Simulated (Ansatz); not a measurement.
# Rb16Cu: the cost of one run

Program: Ansatz 0.2.0. Level of theory: DFT PBE, plane waves, PAW, scalar-relativistic, no spin polarisation. These are calculated values, not measurements.

**1. Starting point**

The cell holds 17 atoms (CuRb16): a = 11.180 Å, b = 11.180 Å, c = 11.180 Å, α = 90.00°, β = 90.00°, γ = 90.00°.

Structure file:

```xyz
17
Lattice="11.1800 0.0000 0.0000 0.0000 11.1800 0.0000 0.0000 0.0000 11.1800" Properties=species:S:1:pos:R:3 pbc="T T T"
Rb    0.0000    0.0000    0.0000
Rb    5.5900    0.0000    0.0000
Rb    0.0000    5.5900    0.0000
Rb    0.0000    0.0000    5.5900
Rb    2.7950    2.7950    2.7950
Rb    5.5900    5.5900    0.0000
Rb    5.5900    0.0000    5.5900
Rb    8.3850    2.7950    2.7950
Rb    0.0000    5.5900    5.5900
Rb    2.7950    8.3850    2.7950
Rb    2.7950    2.7950    8.3850
Rb    5.5900    5.5900    5.5900
Rb    8.3850    8.3850    2.7950
Rb    8.3850    2.7950    8.3850
Rb    2.7950    8.3850    8.3850
Rb    8.3850    8.3850    8.3850
Cu    0.0789    2.8222    4.1708
```

**2. Relaxing end A**

File input.yaml:

```yaml
crystal:
  lattice:
    - [11.18, 0.0, 0.0]
    - [0.0, 11.18, 0.0]
    - [0.0, 0.0, 11.18]
  atoms:
    - { symbol: Rb, position: [0.0, 0.0, 0.0] }
    - { symbol: Rb, position: [0.5, 0.0, 0.0] }
    - { symbol: Rb, position: [0.0, 0.5, 0.0] }
    - { symbol: Rb, position: [0.0, 0.0, 0.5] }
    - { symbol: Rb, position: [0.25, 0.25, 0.25] }
    - { symbol: Rb, position: [0.5, 0.5, 0.0] }
    - { symbol: Rb, position: [0.5, 0.0, 0.5] }
    - { symbol: Rb, position: [0.75, 0.25, 0.25] }
    - { symbol: Rb, position: [0.0, 0.5, 0.5] }
    - { symbol: Rb, position: [0.25, 0.75, 0.25] }
    - { symbol: Rb, position: [0.25, 0.25, 0.75] }
    - { symbol: Rb, position: [0.5, 0.5, 0.5] }
    - { symbol: Rb, position: [0.75, 0.75, 0.25] }
    - { symbol: Rb, position: [0.75, 0.25, 0.75] }
    - { symbol: Rb, position: [0.25, 0.75, 0.75] }
    - { symbol: Rb, position: [0.75, 0.75, 0.75] }
    - { symbol: Cu, position: [0.0070534, 0.2524312, 0.3730579] }
basis:
  ecutwfc: 420.0
kpoints:
  mp_grid: { grid: [2, 2, 2] }
hamiltonian:
  xc: pbe
scf:
  occupations: { method: gaussian, width: 0.05 }
  lower_state_search: "off"
relax:
  f_tol: 0.03
  max_steps: 60
  adjacent_minimum: "off"
output:
  write_density: true
  write_potential: true
  elf: true
  volumetric_format: npy
```

Started as:

```sh
$ ansatz run input.yaml --threads 4 --pin off --max-ram 10240MiB --backend cpu --events-out ev --progress --plain --runs-dir out
```

**Question.** How long does this run take on 4 threads of AMD EPYC 7R43 (Zen 3), shared host, and how much memory does it need?

About 1.8 min, with a peak of 3.2 GiB.
